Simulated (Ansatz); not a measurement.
# NbPd4 (R-3m) in Ansatz: notebook

Aim: see how the results for NbPd4 move with the level of theory and the settings. Levels: LDA, r2SCAN, PBE. Tasks: relaxation of cell and atoms.

Program: Ansatz 0.2.0. These are calculated values, not measurements. Logs are shortened: lines on timing, memory, paths and dates and some standing lists are left out, and cuts for length are marked.

### 1 The structure

Symmetry: R-3m, No. 166, trigonal system. Conventional cell: a = 2.835 Å, b = 2.835 Å, c = 34.486 Å, α = 90.00°, β = 90.00°, γ = 120.00°. Around Pd (site symmetry 3m) lie 3 Nb at 2.80 Å and 9 Pd at 2.84 Å. Around Pd (site symmetry 3m) lie 12 Pd at 2.82 to 2.84 Å. Nb (site symmetry -3m) is surrounded by 6 Pd at 2.80 Å and 6 Nb at 2.84 Å.

The cell comes from a database or a generator and needn't be the stable form of this composition.

### 2 Relaxation of cell and atoms, LDA

The input, input.yaml:

```yaml
crystal:
  lattice:
    - [1.4176001398, 0.8184518223, 11.4952655238]
    - [-1.4176001398, 0.8184518223, 11.4952655238]
    - [0.0, -1.6369036446, 11.4952655238]
  atoms:
    - { symbol: Pd, position: [0.600621, 0.600621, 0.600621] }
    - { symbol: Pd, position: [0.199916, 0.199916, 0.199916] }
    - { symbol: Pd, position: [0.800084, 0.800084, 0.800084] }
    - { symbol: Pd, position: [0.399379, 0.399379, 0.399379] }
    - { symbol: Nb, position: [0.0, 0.0, 0.0] }
hamiltonian:
  xc: lda
  pseudopotentials: { kind: paw }
kpoints:
  mp_grid: { grid: [11, 11, 11] }
scf:
  occupations: { method: fermi_dirac, width: 0.05 }
output:
  forces: true
  stress: true
  eigenvalues: true
relax:
  f_tol: 0.01
  max_steps: 40
  cell: { stress_tol: 0.05 }
```

Potentials or basis: Ansatz PAW.

Run with:

```
ansatz run input.yaml --threads 2 --pin off --max-ram 5632MiB --backend cpu --events-out ev --progress --plain --runs-dir out
```

The log of the run:

```text
Warning: RAYON_NUM_THREADS=2 ignored (pool sized by the plan → 2); use --threads N
basis.fft_grid_basis auto: the FFT boxes are laid along the combinations [[1, 0, -1], [0, 1, -1], [0, 0, 1]] of the cell's own vectors, 2.835, 2.835 and 11.611 Å long. The dense box has 20×20×80 points. Along the cell's own vectors, as sized, it would have 80×80×80, 16.00 times as many. Of the 12 symmetry operations that the crystal satisfies within crystal.symmetry.tolerance (time reversal apart; of a slab, those that keep its plane) the dense box along the cell's own vectors carries 12, and the one as laid loses 8 of those. basis.fft_grid_basis: typed keeps the cell's own vectors: state it where this run's energies or levels are differenced outside the engine with another run's, or held beside a run that keeps those vectors.
Engine: ansatz 0.2.0, aarch64-unknown-linux-gnu
Pseudopotentials: kind: paw
Pseudopotential: Pd, paw, valence charge 18, recommended cutoff 420 eV (normal), Pd.paw.azcp
Pseudopotential: Nb, paw, valence charge 13, recommended cutoff 420 eV (normal), Nb.paw.azcp
Functional definition: SPW92
  exchange = slater_x
  correlation = pw_c
Crystal: 5 atoms, lattice volume = 80.023 Å³
Basis set: ecut = 420 eV, 1587 PW (Γ), FFT grids on a1−a3, a2−a3, a3
Bands: 51, of which v1, the nominal top of the filled ones, is band 43 counted from 1 (42 counted from 0)
Symmetry: 12 space group operations
Space group: R-3m (ITA 166), of the structure as read, at distance tolerance 4.3e-5 Å
k-points: 146 of 1331
Non-local potential: Pd, projectors of the file, l = 0: 2, l = 1: 2, l = 2: 2, l = 3: 1
Non-local potential: Nb, projectors of the file, l = 0: 3, l = 1: 2, l = 2: 2, l = 3: 1
PAW form: soft (Blöchl's): semilocal exchange-correlation on the pseudo side does not see the compensation charge
PAW frozen core: Pd, regenerated for the run's functional, and the local potential with it (the file was generated under x = pbe(κ = 0.804, μ = 0.2195149727645171), c = pbe(β = 0.06672455060314922))
PAW frozen core: Nb, regenerated for the run's functional, and the local potential with it (the file was generated under x = pbe(κ = 0.804, μ = 0.2195149727645171), c = pbe(β = 0.06672455060314922))
PAW one-centre angular grid: Pd, 590 points (default); XC on 64 Gauss nodes
PAW one-centre angular grid: Nb, 590 points (default); XC on 64 Gauss nodes
Initial density: superposition of atomic densities (neutral atoms: chi_scale 0, normalization atom), corrected by the library's trained network
Initial wavefunctions: pseudopotential atomic-orbital guess
Functional: x = slater, c = lda
SCF iter   1: F=—  HF=-31821.406619 eV  |F-HF|=—  |Δ(HF+E_count)|=         —  Δρ=1.68e-2  dr2=3.26e-1  ethr=1.77e-3  ⟨swp⟩=6.3  Hψ=26898  notcnv=0  defer=48
preconditioner: auto → Kerker (q_TF=auto, 2.756 Å⁻¹)  [metal: Δε(μ)=0.005 eV  Ē_g=6.070 eV  σ=0.050 eV  W_gap=0.03  n_scr=34 (ndim 8)  ℏωp=27.8 eV  f_vac=0.000  D(μ)=6.61/eV (n_scr^D=74)]
SCF iter   2: F=—  HF=-31821.372179 eV  |F-HF|=—  |Δ(HF+E_count)|=   3.44e-2  Δρ=6.92e-3  dr2=9.37e-2  ethr=3.84e-4  ⟨swp⟩=2.0  Hψ=9323  notcnv=0  defer=206
SCF iter   3: F=—  HF=-31821.363172 eV  |F-HF|=—  |Δ(HF+E_count)|=   9.01e-3  Δρ=1.52e-3  dr2=1.89e-2  ethr=1.10e-4  ⟨swp⟩=1.0  Hψ=7210  notcnv=0  defer=219
SCF iter   4: F=—  HF=-31821.362116 eV  |F-HF|=—  |Δ(HF+E_count)|=   1.06e-3  Δρ=4.97e-4  dr2=9.14e-4  ethr=2.23e-5  ⟨swp⟩=1.0  Hψ=7210  notcnv=0  defer=219
SCF iter   5: F=—  HF=-31821.362049 eV  |F-HF|=—  |Δ(HF+E_count)|=   6.67e-5  Δρ=1.03e-4  dr2=1.55e-5  ethr=1.08e-6  ⟨swp⟩=1.0  Hψ=7212  notcnv=0  defer=219
SCF iter   6: F=—  HF=-31821.362051 eV  |F-HF|=—  |Δ(HF+E_count)|=   1.58e-6  Δρ=3.80e-5  dr2=2.26e-6  ethr=1.83e-8  ⟨swp⟩=2.0  Hψ=10098  notcnv=0  defer=219
SCF iter   7: F=—  HF=-31821.362051 eV  |F-HF|=—  |Δ(HF+E_count)|=   2.08e-7  Δρ=1.59e-5  dr2=6.13e-7  ethr=2.66e-9  ⟨swp⟩=2.2  Hψ=11825  notcnv=0  defer=219
SCF iter   8: F=-31821.362051 eV  HF=-31821.362051 eV  |F-HF|=1.23e-8  |Δ(HF+E_count)|=   2.66e-8  Δρ=3.79e-6  dr2=1.63e-8  ethr=1.18e-10  ⟨swp⟩=6.2  Hψ=24082  notcnv=0
SCF 1 converged in 8 iterations: F = -31821.362051 eV  dr2 = 1.63e-8
relax step   1: F+E_penalty+E_count = -31821.36205050 eV  Δ(F+E_penalty+E_count) = +0.000e0 eV  max|allowed force component| = 9.663e-2 eV/Å  Δτ_max = 0.0000 Å  P = -15.056 GPa  Ω = 80.023 Å³  (8 SCF iters, dr2 threshold 1.00e-7 eV, accepted)
Crystal: 5 atoms, lattice volume = 69.039 Å³
Basis set: ecut = 420 eV, 1375 PW (Γ), FFT grids on a1−a3, a2−a3, a3
Initial density: handed on by an earlier stage of this run
Initial wavefunctions: those handed on with the density
SCF iter   1: F=—  HF=-31824.353483 eV  |F-HF|=—  |Δ(HF+E_count)|=         —  Δρ=1.37e-1  dr2=1.37e2  ethr=3.10e-3  ⟨swp⟩=6.9  Hψ=24706  notcnv=0  defer=19
preconditioner: auto → Kerker (q_TF=auto, 2.825 Å⁻¹)  [metal: Δε(μ)=0.003 eV  Ē_g=6.787 eV  σ=0.050 eV  W_gap=0.01  n_scr=26 (ndim 8)  ℏωp=30.0 eV  f_vac=0.000  D(μ)=7.42/eV (n_scr^D=86)]
SCF iter   2: F=—  HF=-31822.305912 eV  |F-HF|=—  |Δ(HF+E_count)|=    2.05e0  Δρ=5.88e-2  dr2=3.61e1  ethr=3.10e-3  ⟨swp⟩=2.0  Hψ=9475  notcnv=0  defer=142
SCF iter   3: F=—  HF=-31821.554079 eV  |F-HF|=—  |Δ(HF+E_count)|=   7.52e-1  Δρ=1.39e-2  dr2=2.12e0  ethr=3.10e-3  ⟨swp⟩=2.0  Hψ=8198  notcnv=0  defer=151
SCF iter   4: F=—  HF=-31821.492317 eV  |F-HF|=—  |Δ(HF+E_count)|=   6.18e-2  Δρ=4.30e-3  dr2=1.39e-1  ethr=2.49e-3  ⟨swp⟩=1.0  Hψ=8515  notcnv=0  defer=151
SCF iter   5: F=—  HF=-31821.486975 eV  |F-HF|=—  |Δ(HF+E_count)|=   5.34e-3  Δρ=1.52e-3  dr2=7.94e-3  ethr=1.63e-4  ⟨swp⟩=1.2  Hψ=7222  notcnv=0  defer=253
SCF iter   6: F=—  HF=-31821.486401 eV  |F-HF|=—  |Δ(HF+E_count)|=   5.74e-4  Δρ=4.49e-4  dr2=3.16e-4  ethr=9.34e-6  ⟨swp⟩=1.0  Hψ=7193  notcnv=0  defer=253
[... 40 lines left out ...]
SCF 5 converged in 6 iterations: F = -31821.701731 eV  dr2 = 1.28e-8
relax step   5: F+E_penalty+E_count = -31821.70173123 eV  Δ(F+E_penalty+E_count) = -1.357e-4 eV  max|allowed force component| = 3.381e-3 eV/Å  Δτ_max = 0.0012 Å  P = +0.012 GPa  Ω = 73.404 Å³  energy of the carried Pulay correction = +1.227e-3 eV  (6 SCF iters, dr2 threshold 2.30e-7 eV, accepted)
Initial wavefunctions: pseudopotential atomic-orbital guess (no wavefunctions were taken with the density)
iter 1 solved again at ethr=6.79e-8 eV; its pass at ethr=3.10e-3 eV (dr2=5.77e-5 eV) is discarded
SCF iter   1: F=—  HF=-31821.700384 eV  |F-HF|=—  |Δ(HF+E_count)|=         —  Δρ=9.92e-5  dr2=1.10e-6  ethr=6.79e-8  ⟨swp⟩=3.2  Hψ=43538  notcnv=0
preconditioner: auto → Kerker (q_TF=auto, 2.796 Å⁻¹)  [metal: Δε(μ)=0.004 eV  Ē_g=6.745 eV  σ=0.050 eV  W_gap=0.02  n_scr=26 (ndim 8)  ℏωp=29.1 eV  f_vac=0.000  D(μ)=6.25/eV (n_scr^D=74)]
SCF iter   2: F=—  HF=-31821.700383 eV  |F-HF|=—  |Δ(HF+E_count)|=   1.18e-6  Δρ=5.01e-5  dr2=3.90e-7  ethr=1.29e-9  ⟨swp⟩=2.1  Hψ=12452  notcnv=0
SCF iter   3: F=—  HF=-31821.700383 eV  |F-HF|=—  |Δ(HF+E_count)|=   1.84e-8  Δρ=9.00e-6  dr2=2.04e-8  ethr=4.59e-10  ⟨swp⟩=2.0  Hψ=13648  notcnv=0
SCF iter   4: F=—  HF=-31821.700383 eV  |F-HF|=—  |Δ(HF+E_count)|=   1.87e-9  Δρ=7.61e-7  dr2=6.45e-10  ethr=2.40e-11  ⟨swp⟩=1.0  Hψ=7446  notcnv=0
SCF iter   5: F=—  HF=-31821.700383 eV  |F-HF|=—  |Δ(HF+E_count)|=  2.55e-11  Δρ=1.79e-7  dr2=1.12e-10  ethr=1.00e-12  ⟨swp⟩=1.0  Hψ=7446  notcnv=0
SCF iter   6: F=-31821.700383 eV  HF=-31821.700383 eV  |F-HF|=3.27e-11  |Δ(HF+E_count)|=  1.09e-11  Δρ=8.12e-8  dr2=3.03e-11  ethr=1.00e-12  ⟨swp⟩=4.1  Hψ=22947  notcnv=0
SCF 6 converged in 6 iterations: F = -31821.700383 eV  dr2 = 3.03e-11
relax step   6: F+E_penalty+E_count = -31821.70038268 eV  Δ(F+E_penalty+E_count) = +1.349e-3 eV  max|allowed force component| = 3.459e-3 eV/Å  Δτ_max = 0.0000 Å  P = +0.022 GPa  Ω = 73.404 Å³  stress off target by 2.62e-2 GPa  SCF on the basis re-selected at this cell (its energy is not comparable with the rows above)  (6 SCF iters)
basis re-selected at this cell: Δ(F+E_penalty+E_count) = +1.349e-3 eV, ΔP = +0.009 GPa vs the last step (what re-selecting the basis moved, of the pressure what is left beyond the Pulay correction that the steps carried, after the strain that the cell walked since its last selection, with what the two solves' SCF thresholds leave and, on support functions, any second-order correction that the steps lacked; it is no measure of the basis error at this ecutwfc). This SCF's stress stands 2.62e-2 GPa from its target on what of the cell is left free (relax.cell.stress_tol is 5.00e-2 GPa) and its largest allowed force component is 3.46e-3 eV/Å (relax.f_tol is 1.00e-2 eV/Å): within both
SCF converged after 6 iterations
Free energy (F): -31821.700383 eV
Harris-Foulkes:  -31821.700383 eV  (|F-HF|=3.27e-11)
Internal energy: -31821.649844 eV  (E = F + TS)
E sigma→0 (E₀):  -31821.675113 eV
Entropy (-TS):   -0.050538 eV (-10.108 meV/atom)
Fermi energy:    20.389331 eV
--- Per-component energies (eV) ---
  E_band       = -561.629106
  E_kinetic    = 2457.164345
  E_local      = -8075.376568  (includes V_loc(G=0)·N_el)
  E_nonlocal   = 1014.557998
  E_hartree    = 3271.828852
  E_xc         = -849.006691
  E_vxc        = -1062.994448  (∫ρ·V_xc dr)
  E_paw        = -17456.097160  (= ΣΔE_a)
  E_vpaw       = -1438.639044  (= ΣTr[D̂ρ^β])
  E_aug_tail   = 0.000852  (compensation charges beyond the density's cutoff)
  E_ewald      = -12187.870101
  E_core_change = 3.148629  (= ΣΔE_core)
  E_smearing   = -0.050538  (= −TS)
  E_closure    = 0.000000  (closes the sum)
  Σ components = -31821.700383   (vs F -31821.700383, Δ=0.00e0)
--- Forces (eV/Å), atoms counted from 1 ---
  atom   1  Pd    -0.00000000     0.00000000    -0.00345921
  atom   2  Pd     0.00000000     0.00000000     0.00227680
  atom   3  Pd    -0.00000000    -0.00000000    -0.00227680
  atom   4  Pd     0.00000000    -0.00000000     0.00345921
  atom   5  Nb    -0.00000000     0.00000000    -0.00000000
  max |Σ_I F_I| component: 4.34e-19 eV/Å
--- Stress (GPa, compression-positive) ---
        0.019167       0.000000      -0.000000
        0.000000       0.019167       0.000000
       -0.000000       0.000000       0.026174
  P = ⅓ Tr σ = 0.0215 GPa (0.215 kbar)
--- Band table (eV; the first three rows and the last of 146) ---
  k-point 0: bands = ["-64.1231", "-64.1231", "-63.4768", "-63.4471", "-34.3316", "-30.0721", "-30.0647", "-29.6593", "-29.6593", "-29.6592", "-29.6592", "-29.3053", "-29.1150", "-29.1150", "-29.0884", "-29.0831", "-29.0831", "-10.5517", "-9.4287", "-9.4287", "12.9583", "14.0844", "14.4185", "14.9491", "15.0241", "16.8762", "17.1882", "17.1882", "17.2554", "17.2554", "17.4441", "17.6083", "17.6083", "17.6611", "17.6611", "18.2343", "18.5508", "18.5508", "18.6425", "18.6425", "19.3003", "19.3003", "20.0826", "20.1021", "20.1021", "20.3393", "20.9929", "20.9929", "24.2846", "24.2846", "29.4529"]
  k-point 1: bands = ["-64.1201", "-64.1201", "-63.4733", "-63.4447", "-34.3058", "-30.0682", "-30.0610", "-29.6856", "-29.6855", "-29.6656", "-29.6656", "-29.3002", "-29.1449", "-29.1222", "-29.1072", "-29.0884", "-29.0847", "-10.5271", "-9.5902", "-9.4642", "13.2384", "14.3201", "14.6590", "15.1390", "15.2777", "16.7373", "17.0220", "17.0843", "17.2960", "17.3475", "17.4263", "17.4924", "17.7002", "17.7170", "17.8127", "18.2096", "18.3193", "18.4828", "18.5285", "18.6437", "19.0796", "19.3393", "19.4184", "20.0913", "20.1070", "20.8706", "21.2785", "21.6783", "24.2104", "24.4683", "29.6277"]
  k-point 2: bands = ["-64.1122", "-64.1122", "-63.4638", "-63.4383", "-34.2357", "-30.0578", "-30.0513", "-29.7557", "-29.7554", "-29.6827", "-29.6826", "-29.2906", "-29.2151", "-29.1670", "-29.1414", "-29.1028", "-29.0851", "-10.4604", "-10.0101", "-9.5583", "13.9993", "14.8753", "15.1894", "15.5138", "15.8023", "16.4005", "16.7148", "16.8561", "16.9533", "17.1771", "17.6750", "17.7229", "17.8162", "17.8759", "17.9801", "18.0261", "18.0730", "18.4059", "18.4479", "18.7307", "18.8427", "19.3787", "19.6600", "20.0966", "20.1034", "20.9243", "22.1374", "23.2729", "24.0148", "24.9297", "30.0020"]
  k-point 145: bands = ["-64.1201", "-64.1201", "-63.4733", "-63.4447", "-34.3058", "-30.0706", "-30.0586", "-29.6858", "-29.6853", "-29.6656", "-29.6656", "-29.3003", "-29.1448", "-29.1222", "-29.1072", "-29.0884", "-29.0846", "-10.5271", "-9.5902", "-9.4642", "13.5796", "13.6175", "14.9314", "15.0491", "15.5150", "16.9866", "17.1164", "17.2183", "17.2949", "17.3574", "17.4244", "17.4298", "17.5391", "17.7275", "17.7938", "17.7971", "18.2905", "18.3846", "18.4258", "18.7797", "19.0521", "19.3136", "19.6415", "20.0725", "20.1115", "20.6604", "21.2849", "21.9341", "24.2114", "24.6966", "28.5782"]
--- Relaxed structure (5 steps of the walk, 5 accepted, 1 SCFs on fresh bases) ---
  F+E_penalty+E_count = -31821.70038268 eV   max|allowed force component| = 3.459e-3 eV/Å   (the final SCF, on the basis selected at the relaxed cell)
  cell:  # Å, volume = 73.4037 Å³
    - [1.3748762614632744, 0.7937851796582456, 11.209861972457933]
    - [-1.3748762614632744, 0.7937851796582456, 11.209861972457933]
    - [-8.234155890903096e-33, -1.5875703593164965, 11.209861972457933]
  atoms:
    - { symbol: Pd, position: [0.6001644506513206, 0.6001644506513206, 0.6001644506513206] }
    - { symbol: Pd, position: [0.199840571856441, 0.199840571856441, 0.19984057185644105] }
    - { symbol: Pd, position: [0.8001594281435588, 0.8001594281435588, 0.800159428143559] }
    - { symbol: Pd, position: [0.39983554934867915, 0.39983554934867915, 0.39983554934867926] }
    - { symbol: Nb, position: [1.509076473601443e-20, 1.5090764736014396e-20, 1.5090764736014158e-20] }
```

It took 78 s on 2 threads of Arm Neoverse V2, shared host; peak memory 0.66 GiB.

Results:

```
Free energy                            : -31821.7004 eV
Relaxed volume                         : 14.68 Å³/atom
Relaxed cell                           : a = 11.322 Å, b = 11.322 Å, c = 11.322 Å, α = 13.95°, β = 13.95°, γ = 13.95°
Space group after relaxing (to 0.05 Å) : R-3m (No. 166)
Energy gained by relaxing              : 67.7 meV/atom
Ionic steps                            : 6
Pressure after relaxing                : 0.0 GPa
Largest force after relaxing           : 0.003 eV/Å
Band gap on the k mesh                 : none (metal or under the smearing width)
```

Forces in eV/Å, atoms in the order of the input:
```
Pd   0.000  0.000 -0.003
Pd   0.000  0.000  0.002
Pd   0.000  0.000 -0.002
Pd   0.000  0.000  0.003
Nb   0.000  0.000  0.000
```

Step by step:
```tsv
step	energy change (eV)	largest force (eV/Å)	volume (Å³)
1	0.0000	0.0966	80.02
2	-0.1243	0.4807	69.04
3	-0.3334	0.0232	74.23
4	-0.3395	0.0149	73.51
5	-0.3397	0.0034	73.40
6	-0.3383	0.0035	73.40
```

Final structure:
```yaml
crystal:
  lattice:
    - [1.37488, 0.79379, 11.20986]
    - [-1.37488, 0.79379, 11.20986]
    - [0.00000, -1.58757, 11.20986]
  atoms:
    - { symbol: Pd, position: [0.60016, 0.60016, 0.60016] }
    - { symbol: Pd, position: [0.19984, 0.19984, 0.19984] }
    - { symbol: Pd, position: [0.80016, 0.80016, 0.80016] }
    - { symbol: Pd, position: [0.39984, 0.39984, 0.39984] }
    - { symbol: Nb, position: [0.00000, 0.00000, 0.00000] }
```

Levels at points of the mesh, in eV from the Fermi level:
```tsv
k point	band 41	band 42	band 43	band 44	band 45	band 46
(0.00, 0.00, 0.00)	-1.09	-1.09	-0.31	-0.29	-0.29	-0.05
```

Caveat: the plane-wave basis is chosen anew once the cell has moved, so the energies of steps on either side of that aren't comparable; the PAW data sets come from PBE, with cores solved anew for the run's functional, which leaves a small shift of forces and pressure.

[end of part 1 of 2]
